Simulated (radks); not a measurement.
**Fractional charge and spin in the 5p shell of cerium**

An exercise on one series of results from a longer session: the logs are not shown, and one member is left open.

Method: scalar-relativistic Kohn-Sham, PBE, spin-polarised, spherical densities, finite nucleus. Code: radks (a radial shooting solver on a logarithmic mesh, Libxc functionals) version 1.

### The atom as given

| Property | Result |
| --- | --- |
| element | cerium (Z = 58) |
| configuration | [Kr] 4d10 4f(up 0.5, down 0.5) 5s2 5d(up 1, down 1) 5p(up 3, down 3) |
| nuclear rms radius | 4.8771 fm |

A shell typed twice in an input gives spin up, then spin down.

Set-up of the first run:

The run's settings:

```text
Z 58
configuration [Kr] 4d10 4f0.5 4f0.5 5s2 5d1 5d1 5p3 5p3
relativity scalar-relativistic
functional pbe,pbe
spin polarised
nucleus finite rms 4.8771 fm
c 137.035999084
```

Steps of the session up to this table: 5p: up 3, down 3.

One of the session's tables, all rows but one given; the rest of the session is left out.

It belongs to the step «5p: up 3, down 3». Sizes of the orbitals, from the radial functions (bohr):

```
level     <r>  outermost maximum (interpolated)  90 % within  nodes
   3d  0.2536                             0.205        0.396      0
   4s  0.6373                             0.593        0.915      3
   4p  0.6747                             0.619        0.981      2
   4d  0.7441                             0.652         1.12      1
   5s       ?                                 ?            ?      ?
   5p   1.770                              1.55         2.59      3
   4f   1.114                             0.708         1.93      0
   5d   2.845                              2.18         4.47      2
```

Q: Estimate the row for 5s from the others.

As computed: <r>: 1.523; outermost maximum (interpolated): 1.37; 90 % within: 2.19; nodes: 4. In the column «<r>» it lies between 4f (1.114) and 5p (1.770).
